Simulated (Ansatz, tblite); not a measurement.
# 1-butyl-3-methylimidazolium dicyanamide (C10H15N5): a ladder of methods and basis sets

An exercise on one series of results from a longer session: the logs are not shown, and one member is left open.

Computed with Ansatz 0.2.0, Gaussian basis. Level: as each input shows.

The runs, in order: GFN1-xTB, GFN2-xTB, PBE-D4/def2-TZVP, r2SCAN-D4/def2-TZVP, PBE-D4/def2-SVP, PBE0-D4/def2-SVP, HF/STO-3G, HF/6-31G, B3LYP-D4/6-31G, MP2/def2-SVP.

4 further runs of the same task are left out: 4 that didn't finish. Runs told in other sessions of the task aren't counted.

### The relaxed structure

The geometry is that of the singlet, from an earlier relaxation (r2SCAN-D4/def2-SVP).

SMILES `CCCCn1cc[n+](C)c1.N#C[N-]C#N`, 30 atoms, charge 0, spin multiplicity 1.

Bond lengths: C1–C2 1.524 Å, C1–H11 1.102 Å, C1–H12 1.101 Å, C1–H13 1.102 Å, C2–C3 1.527 Å, C2–H14 1.106 Å, C2–H15 1.106 Å, C3–C4 1.524 Å, C3–H16 1.106 Å, C3–H17 1.104 Å, C4–N5 1.468 Å, C4–H18 1.104 Å, C4–H19 1.101 Å, N5–C6 1.380 Å, N5–C10 1.339 Å, C6–C7 1.368 Å, C6–H20 1.087 Å, C7–N8 1.380 Å and more. Angles: C2–C1–H11 111.2°, C2–C1–H12 111.5°, C2–C1–H13 111.2°, H11–C1–H12 107.7°, H11–C1–H13 107.4°, H12–C1–H13 107.6°, C1–C2–C3 112.8°, C1–C2–H14 109.8°, C1–C2–H15 109.5°, C3–C2–H14 109.1°, C3–C2–H15 109.5°, H14–C2–H15 105.9°, C2–C3–C4 114.5°, C2–C3–H16 110.1°, C2–C3–H17 110.0°, C4–C3–H16 109.3°, C4–C3–H17 107.0°, H16–C3–H17 105.6° and more.

PBE0-D4/def2-TZVP was run before; its log isn't repeated, and its numbers join the tables.

The first run:

Tight binding, by tblite at 300 K electronic temperature and without a spin-polarisation term:

```python
tblite.interface.Calculator('GFN1-xTB', numbers, positions, charge=0, uhf=0).singlepoint()
```

Tight binding, by tblite at 300 K electronic temperature and without a spin-polarisation term:

```python
tblite.interface.Calculator('GFN2-xTB', numbers, positions, charge=0, uhf=0).singlepoint()
```

start.molden holds the orbitals of an earlier run on this state, given as this run's starting guess.

File in.yaml:

```yaml
crystal:
  periodic: [false, false, false]
  atoms:
    - {symbol: C, position_ang: [-4.014180, -1.447375, 0.458579]}
    - {symbol: C, position_ang: [-2.885155, -0.423590, 0.465196]}
    - {symbol: C, position_ang: [-2.201964, -0.285713, -0.893238]}
    - {symbol: C, position_ang: [-1.088647, 0.753375, -0.937740]}
    - {symbol: N, position_ang: [0.011718, 0.441203, -0.017202]}
    - {symbol: C, position_ang: [0.306467, 1.072187, 1.174178]}
    - {symbol: C, position_ang: [1.466280, 0.521981, 1.646992]}
    - {symbol: N, position_ang: [1.844418, -0.448670, 0.742329]}
    - {symbol: C, position_ang: [3.078286, -1.220511, 0.819195]}
    - {symbol: C, position_ang: [0.960490, -0.470495, -0.263041]}
    - {symbol: H, position_ang: [-4.796629, -1.173891, -0.267906]}
    - {symbol: H, position_ang: [-4.490404, -1.529740, 1.447455]}
    - {symbol: H, position_ang: [-3.642457, -2.447836, 0.182477]}
    - {symbol: H, position_ang: [-3.276351, 0.564007, 0.774569]}
    - {symbol: H, position_ang: [-2.135668, -0.704998, 1.228061]}
    - {symbol: H, position_ang: [-1.800825, -1.264179, -1.217108]}
    - {symbol: H, position_ang: [-2.942621, 0.000785, -1.660617]}
    - {symbol: H, position_ang: [-0.623286, 0.835104, -1.935657]}
    - {symbol: H, position_ang: [-1.460728, 1.747626, -0.647441]}
    - {symbol: H, position_ang: [-0.313055, 1.874761, 1.565495]}
    - {symbol: H, position_ang: [2.084884, 0.773646, 2.503629]}
    - {symbol: H, position_ang: [3.195362, -1.791354, -0.109911]}
    - {symbol: H, position_ang: [3.034355, -1.907836, 1.676043]}
    - {symbol: H, position_ang: [3.907854, -0.502145, 0.924318]}
    - {symbol: H, position_ang: [1.039523, -1.058942, -1.174002]}
    - {symbol: N, position_ang: [4.122144, 1.724545, 0.617066]}
    - {symbol: C, position_ang: [3.662564, 1.919051, -0.454523]}
    - {symbol: N, position_ang: [3.180393, 2.193688, -1.633057]}
    - {symbol: C, position_ang: [2.297744, 1.446208, -2.220683]}
    - {symbol: N, position_ang: [1.479499, 0.809120, -2.793446]}
basis:
  gaussian: {orbitals: def2-TZVP, initial_orbitals: start.molden}
hamiltonian: {xc: pbe, dispersion: d4}
scf: {omitted_lower_state_checks: [starts]}
output: {forces: true, orbitals: {seedname: orbitals}}
```

Started as:

```
$ ansatz run in.yaml --threads 4 --pin off --events-out ev --progress --plain --max-ram 6963MiB
```

Among the steps run: PBE-D4/def2-TZVP; r2SCAN-D4/def2-TZVP; PBE-D4/def2-SVP; PBE0-D4/def2-SVP; HF/STO-3G; HF/6-31G; B3LYP-D4/6-31G; MP2/def2-SVP.

One of the session's tables, all rows but one given; the rest of the session is left out.

It belongs to the step «Binding energy». 

| level | binding an atom (eV) |
| --- | --- |
| HF/STO-3G | ? |
| HF/6-31G | 2.816 |
| HF/def2-SVP | 3.156 |
| PBE-D4/def2-SVP | 4.720 |
| PBE-D4/def2-TZVP | 4.661 |
| r2SCAN-D4/def2-TZVP | 4.484 |
| B3LYP-D4/6-31G | 4.336 |
| PBE0-D4/def2-SVP | 4.593 |
| PBE0-D4/def2-TZVP | 4.534 |
| MP2/def2-SVP | 4.354 |

Q: Estimate the row for HF/STO-3G from the others.

The run gave: binding an atom (eV): 3.424. In the column «binding an atom (eV)» it lies between HF/def2-SVP (3.156) and B3LYP-D4/6-31G (4.336).

Limits of these values: Free atoms were run apart at each level; binding is atoms less cluster, divided by the number of atoms, without zero-point or spin-orbit terms.
